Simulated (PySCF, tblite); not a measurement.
# Be₁₃O₁₃: electronic excitations, NMR shifts

Aim: compute the electronic excitations, NMR shifts of Be₁₃O₁₃.

Programs: tblite 0.8.0 and PySCF 2.14.0, with routines of our own; each step states its level. All values are computed. Atoms count from 0.

## Step 1: The system as given

26 atoms, charge 0, multiplicity 1; geometry from: force field, distance geometry or constructed start.

## Step 2: Geometry optimisation with GFN2-xTB

What the job is given:

```
{"job": {"kind": "relax", "xc": "GFN2-xTB", "basis": "xTB"}, "charge": 0, "multiplicity": 1}
Be    -0.044700    -0.202900    -3.329800
O     -1.122600     0.615600    -2.535800
Be    -1.720900    -0.743000    -1.990400
O     -0.571100    -1.518500    -2.709500
Be     0.774300    -1.690200    -1.909500
O      1.343600    -0.423800    -2.641000
Be     1.903300     0.761800    -1.766600
O      0.915700     1.864600    -1.254100
Be    -0.627000     1.658600    -1.440800
O     -1.554400     1.774700    -0.158800
Be    -2.324600     0.472900     0.290300
O     -1.861400    -0.881500    -0.409900
Be    -0.720100    -1.686300     0.340900
O      0.718500    -1.687700    -0.338800
Be     1.856500    -0.874800     0.410000
O      2.320700     0.474300    -0.286100
Be     1.552300     1.777100     0.161600
O      0.629000     1.657000     1.439600
Be    -0.912600     1.863800     1.258400
O     -1.900200     0.761200     1.766100
Be    -1.349300    -0.419600     2.639800
O     -0.776600    -1.687600     1.912500
O      1.729300    -0.736700     1.997900
Be     1.115400     0.608100     2.527500
O      0.050000    -0.198900     3.329000
Be     0.564000    -1.524300     2.705600
```

The run is started by

```console
OMP_NUM_THREADS=1 python large_run.py task.json out
```

This one command runs all jobs of the session in turn.

Log:

```text
step      E/eV     max force
  0   -1719.79100    3.329
  1   -1721.06477    1.902
  2   -1722.38914    1.124
  3   -1722.58749    0.778
  4   -1722.72888    0.464
  5   -1722.77681    0.363
  6   -1722.81168    0.297
  7   -1722.82782    0.243
  8   -1722.83676    0.149
  9   -1722.84073    0.117
 10   -1722.84406    0.119
 11   -1722.84650    0.114
 12   -1722.84880    0.102
 13   -1722.85059    0.093
 14   -1722.85182    0.054
 15   -1722.85254    0.054
 16   -1722.85301    0.041
 17   -1722.85337    0.035
 18   -1722.85363    0.033
 19   -1722.85379    0.029
 20   -1722.85388    0.020
```

Wall time 0.57 s (1 thread of Arm Neoverse V2, shared host); peak memory 0.16 GiB.

The steps of the relaxation:

```
step  energy from step 0 (eV)  largest force (eV/Å)
   0                   0.0000                3.3286
   1                  -1.2738                1.9027
   2                  -2.5981                1.1243
   3                  -2.7965                0.7780
   4                  -2.9379                0.4640
   5                  -2.9858                0.3624
   6                  -3.0207                0.2978
   7                  -3.0368                0.2429
   8                  -3.0458                0.1485
   9                  -3.0497                0.1170
  10                  -3.0531                0.1191
  11                  -3.0555                0.1142
  12                  -3.0578                0.1025
  13                  -3.0596                0.0923
  14                  -3.0608                0.0540
  15                  -3.0615                0.0540
  16                  -3.0620                0.0415
  17                  -3.0624                0.0352
  18                  -3.0626                0.0334
  19                  -3.0628                0.0286
  20                  -3.0629                0.0199
```

Distances of close pairs at the start and the end, largest changes first:

```
    bond  before (Å)  after (Å)  change (Å)
  O5–Be6       1.576      1.477      -0.099
O19–Be20       1.569      1.477      -0.092
Be14–O22       1.599      1.510      -0.089
Be14–O15       1.587      1.506      -0.081
Be10–O11       1.593      1.514      -0.080
 Be2–O11       1.593      1.515      -0.078
Be20–O21       1.570      1.647      +0.077
  Be4–O5       1.569      1.642      +0.072
```

The end geometry stands in the next job.

## Step 3: Electronic excitations: TDA PBE0/6-31G*

What the job is given:

```
{"job": {"kind": "uv", "basis": "6-31G*", "grid": 1, "kgrid": 0, "vcut": 1.5, "nstates": 6, "ntriplets": 2, "tda": true, "delta": ["ip_vertical"], "pop": true, "xc": "PBE0"}, "charge": 0, "multiplicity": 1}
Be    -0.050951    -0.226621    -3.190013
O     -1.107212     0.706790    -2.580380
Be    -1.531417    -0.703783    -1.907781
O     -0.623383    -1.658474    -2.701342
Be     0.669017    -1.554872    -1.858128
O      1.394654    -0.333523    -2.680627
Be     1.772118     0.700052    -1.695756
O      0.848589     1.940693    -1.300059
Be    -0.643903     1.690897    -1.507072
O     -1.481358     1.800460    -0.223886
Be    -2.104931     0.455706     0.295430
O     -1.834077    -0.845059    -0.429966
Be    -0.683233    -1.599434     0.366604
O      0.722708    -1.675795    -0.354406
Be     1.810285    -0.808645     0.442589
O      2.340212     0.408481    -0.269530
Be     1.367428     1.580427     0.114634
O      0.640232     1.652185     1.470593
Be    -0.864131     1.705770     1.189214
O     -1.913522     0.680647     1.827930
Be    -1.237037    -0.366246     2.620275
O     -0.770182    -1.750110     1.858300
O      1.745006    -0.802570     1.950962
Be     0.989359     0.532112     2.465965
O      0.017443    -0.115882     3.475422
Be     0.515458    -1.399539     2.628994
```

Method: TDA PBE0/6-31G*, vertical, gas phase, core orbitals frozen in the response, virtual orbitals cut by energy.

Log:

```text
start: PBE on a coarse grid of 25679 points
cycle   1  E = -1169.0236170405  dE =  5.559e+00  |g| = 2.709e+00  |ddm| = 6.133e+00
cycle   2  E = -1163.6162593423  dE =  5.407e+00  |g| = 5.710e+00  |ddm| = 9.344e+00
cycle   3  E = -1170.4159352890  dE = -6.800e+00  |g| = 2.920e-01  |ddm| = 7.803e+00
cycle   4  E = -1170.4225496571  dE = -6.614e-03  |g| = 2.942e-01  |ddm| = 6.405e-01
cycle   5  E = -1170.4386085393  dE = -1.606e-02  |g| = 7.934e-02  |ddm| = 2.517e-01
cycle   6  E = -1170.4399084502  dE = -1.300e-03  |g| = 1.613e-02  |ddm| = 7.974e-02
cycle   7  E = -1170.4399515153  dE = -4.307e-05  |g| = 6.671e-03  |ddm| = 1.393e-02
final grid: 117122 points
cycle   8  E = -1170.2942524662  dE = -1.481e-02  |g| = 5.465e-02  |ddm| = 6.476e-01
cycle   9  E = -1170.2939018746  dE =  3.506e-04  |g| = 6.902e-02  |ddm| = 9.281e-02
cycle  10  E = -1170.2947792654  dE = -8.774e-04  |g| = 6.652e-03  |ddm| = 5.180e-02
cycle  11  E = -1170.2947835478  dE = -4.282e-06  |g| = 3.382e-03  |ddm| = 6.357e-03
cycle  12  E = -1170.2947863695  dE = -2.822e-06  |g| = 5.410e-04  |ddm| = 2.694e-03
cycle  13  E = -1170.2947833497  dE =  3.020e-06  |g| = 1.425e-04  |ddm| = 5.505e-04
cycle  14  E = -1170.2947851032  dE = -1.753e-06  |g| = 6.679e-05  |ddm| = 1.467e-04
converged SCF energy = -1170.2947851032

Static polarisability (au): isotropic 130.046, principal 122.305 124.613 143.219

Singlet excitations
state   eV       nm        f      main configurations
  1   7.0046    177.0   0.00023   H->L 0.81
  2   7.0775    175.2   0.00898   H-1->L 0.49, H-2->L 0.23, H-2->L+1 0.20
  3   7.1333    173.8   0.00660   H-2->L 0.41, H-1->L+1 0.21, H-1->L 0.17
  4   7.2905    170.1   0.00303   H-3->L 0.48, H-5->L 0.16
  5   7.3633    168.4   0.00659   H-4->L 0.56, H-3->L 0.11
  6   7.4628    166.1   0.00163   H-5->L 0.48, H-3->L 0.25

Triplet excitations (Tamm-Dancoff, eV): 6.8407 6.8581
```

Wall time 2.8 min (1 thread of Arm Neoverse V2, shared host); peak memory 0.7 GiB.

Warnings kept with the result: ip_vertical: open-shell SCF did not converge.

Frontier orbitals and where they lie:

```
orbital     eV                           atoms
 HOMO−4  -8.89      O1 15 %, O5 15 %, O22 14 %
 HOMO−3  -8.75     O11 18 %, O9 18 %, O13 18 %
 HOMO−2  -8.68     O24 32 %, O21 13 %, O3 12 %
 HOMO−1  -8.61      O3 25 %, O1 20 %, O13 10 %
   HOMO  -8.33       O7 34 %, O15 28 %, O9 7 %
   LUMO  -0.33   Be25 21 %, Be0 14 %, Be23 7 %
 LUMO+1   0.06    Be0 33 %, Be25 26 %, Be4 4 %
 LUMO+2   0.68  Be10 20 %, Be0 15 %, Be25 15 %
 LUMO+3   0.88  Be23 25 %, Be10 15 %, Be2 12 %
```

With each of the 6 states as a Gaussian band of 0.4 eV half-width at 1/e, the curve within the window shown has maxima at 173 nm (ε 980) L/(mol cm). Beyond the last state computed it falls off for lack of states. The curve at chosen wavelengths:

| nm | ε (L/mol/cm) |
| --- | --- |
| 160 | 208 |
| 161 | 269 |
| 163 | 416 |
| 164 | 498 |
| 165 | 582 |
| 167 | 746 |
| 168 | 819 |
| 169 | 881 |
| 171 | 964 |
| 172 | 981 |
| 173 | 981 |
| 175 | 933 |
| 176 | 887 |
| 177 | 831 |
| 178 | 766 |
| 180 | 622 |
| 181 | 548 |
| 182 | 476 |
| 184 | 345 |
| 185 | 288 |
| 186 | 237 |
| 188 | 155 |
| 189 | 123 |
| 190 | 96 |
| 192 | 57 |
| 193 | 43 |

Further results of this job:

```
           property  computed
  dipole moment (D)      0.07
polarisability (Å³)     19.27
 HOMO–LUMO gap (eV)      8.00
      −ε(HOMO) (eV)      8.33
```

## Step 4: NMR shifts: GIAO PBE/pcSseg-1

Settings changed since step 3:

```diff
@@ -1,2 +1,2 @@
-{"job": {"kind": "uv", "basis": "6-31G*", "grid": 1, "kgrid": 0, "vcut": 1.5, "nstates": 6, "ntriplets": 2, "tda": true, "delta": ["ip_vertical"], "pop": true, "xc": "PBE0"}, "charge": 0, "multiplicity": 1}
+{"job": {"kind": "nmr", "basis": "pcSseg-1", "pop": false, "xc": "PBE"}, "charge": 0, "multiplicity": 1}
 Be    -0.050951    -0.226621    -3.190013
```

Method: GIAO PBE/pcSseg-1 NMR shielding, non-relativistic, gas phase.

Log:

```text
start: PBE on a coarse grid of 25679 points
cycle   1  E = -1168.4333291123  dE =  5.626e+00  |g| = 2.870e+00  |ddm| = 6.895e+00
cycle   2  E = -1163.0935523161  dE =  5.340e+00  |g| = 5.828e+00  |ddm| = 1.338e+01
cycle   3  E = -1169.8589956528  dE = -6.765e+00  |g| = 3.361e-01  |ddm| = 1.193e+01
cycle   4  E = -1169.8668529228  dE = -7.857e-03  |g| = 3.327e-01  |ddm| = 1.050e+00
cycle   5  E = -1169.8852793328  dE = -1.843e-02  |g| = 7.284e-02  |ddm| = 3.636e-01
cycle   6  E = -1169.8863603059  dE = -1.081e-03  |g| = 1.673e-02  |ddm| = 1.689e-01
cycle   7  E = -1169.8863943419  dE = -3.404e-05  |g| = 9.489e-03  |ddm| = 2.257e-02
final grid: 248783 points
cycle   8  E = -1169.9962493435  dE = -7.719e-04  |g| = 2.896e-02  |ddm| = 1.797e-01
cycle   9  E = -1169.9957913436  dE =  4.580e-04  |g| = 5.920e-02  |ddm| = 8.754e-02
cycle  10  E = -1169.9963934593  dE = -6.021e-04  |g| = 5.332e-03  |ddm| = 5.835e-02
cycle  11  E = -1169.9963970711  dE = -3.612e-06  |g| = 3.541e-03  |ddm| = 8.723e-03
cycle  12  E = -1169.9963976836  dE = -6.124e-07  |g| = 4.363e-04  |ddm| = 3.411e-03
cycle  13  E = -1169.9963992438  dE = -1.560e-06  |g| = 1.842e-04  |ddm| = 8.095e-04
cycle  14  E = -1169.9964002675  dE = -1.024e-06  |g| = 5.112e-05  |ddm| = 2.425e-04
converged SCF energy = -1169.9964002675

GIAO shielding tensors (ppm)
atom      isotropic    diamagn.    paramagn.     s11        s22        s33       span
  0 Be      99.289     162.074     -62.785     91.841     97.769    108.257     16.416
  1 O      212.773     422.880    -210.107    128.019    201.122    309.178    181.160
  2 Be      99.680     153.661     -53.980     92.730     94.340    111.971     19.241
  3 O      186.571     410.921    -224.349     91.110    173.524    295.079    203.969
  4 Be     100.154     153.775     -53.621     92.044     94.259    114.159     22.114
  5 O      214.853     422.595    -207.742    135.816    201.171    307.570    171.754
  6 Be      99.464     158.837     -59.373     92.075     92.737    113.580     21.505
  7 O      215.005     428.508    -213.503    111.170    217.943    315.902    204.732
  8 Be     101.077     156.951     -55.874     91.785    103.853    107.594     15.809
  9 O      198.016     423.992    -225.976    132.477    178.184    283.388    150.911
 10 Be     100.052     155.450     -55.398     92.879     97.227    110.051     17.172
 11 O      232.463     430.212    -197.750    176.490    202.515    318.383    141.893
 12 Be     101.205     154.742     -53.536     89.736    100.054    113.825     24.090
 13 O      225.573     430.221    -204.648    177.128    190.206    309.385    132.258
 14 Be     100.635     153.394     -52.759     90.351     99.143    112.410     22.059
 15 O      209.660     426.490    -216.830    123.601    208.701    296.679    173.077
 16 Be      99.522     159.503     -59.981     91.547     97.781    109.238     17.691
 17 O      240.038     432.277    -192.239    179.513    206.199    334.402    154.889
 18 Be     100.564     158.797     -58.234     93.027     98.124    110.540     17.513
 19 O      212.358     418.354    -205.995    138.171    197.183    301.721    163.549
 20 Be     100.351     154.903     -54.552     91.549     94.175    115.329     23.780
 21 O      215.283     421.015    -205.732    128.083    202.144    315.623    187.540
 22 O      207.742     423.140    -215.398    136.420    190.551    296.255    159.835
 23 Be     100.191     156.217     -56.025     93.264     95.989    111.322     18.058
 24 O      192.887     412.063    -219.176    106.892    174.113    297.655    190.764
 25 Be      99.212     159.243     -60.031     92.174     98.063    107.398     15.224
```

Run time: 38 s. Hardware: 1 thread of Arm Neoverse V2, shared host; peak memory 0.63 GiB.

Shifts follow as δ = σ(reference) − σ, with reference shieldings (ppm) from runs at the same level and on the same kind of geometry: ¹⁷O H2O 336.3. The references are single molecules in the gas phase, so shifts against H2O, NH3, PH3, H3PO4 or CFCl3 are not on the usual liquid scales and can be off by tens of ppm. Each atom is listed at this fixed geometry, with no averaging over motion; a spectrum would average atoms that exchange fast.

```
atoms  σ (ppm)  δ (ppm)
 Be25       99        –
  Be0       99        –
  Be6       99        –
 Be16      100        –
  Be2      100        –
 Be10      100        –
  Be4      100        –
 Be23      100        –
 Be20      100        –
 Be18      101        –
 Be14      101        –
  Be8      101        –
 Be12      101        –
   O3    186.6    149.7
  O24    192.9    143.4
   O9    198.0    138.3
  O22    207.7    128.6
  O15    209.7    126.7
  O19    212.4    124.0
   O1    212.8    123.5
   O5    214.9    121.5
   O7    215.0    121.3
  O21    215.3    121.0
  O13    225.6    110.7
  O11    232.5    103.9
  O17    240.0     96.3
```

## Step 5: Outcome

| quantity | value |
| --- | --- |
| lowest singlet (PBE0/6-31G*) | 7.00 eV (177 nm), f = 0.000 |
| brightest single state of those computed | state 2, 7.08 eV, f = 0.009 |
| lowest triplet | 6.84 eV |
| ¹⁷O shifts against H2O (PBE/pcSseg-1) | 149.7, 143.4, 138.3, 128.6, 126.7, 124.0, 123.5, 121.5, 121.3, 121.0, 110.7, 103.9, 96.3 ppm |
| shieldings of Be (PBE/pcSseg-1) | Be25 99.2, Be0 99.3, Be6 99.5, Be16 99.5, Be2 99.7, Be10 100.1, Be4 100.2, Be23 100.2 ppm and more |

What this shows: The first singlet state (HOMO→LUMO 0.81) lies at 7.00 eV and is dark; of the 6 states computed, the strongest absorption comes from state 2 at 7.08 eV. The lowest triplet lies 0.16 eV below the lowest singlet. The basis of PBE0/6-31G* has no diffuse functions, so Rydberg states are missing and the high states are unreliable. Shifts at one fixed geometry are not the observed spectrum, which averages over the motion.
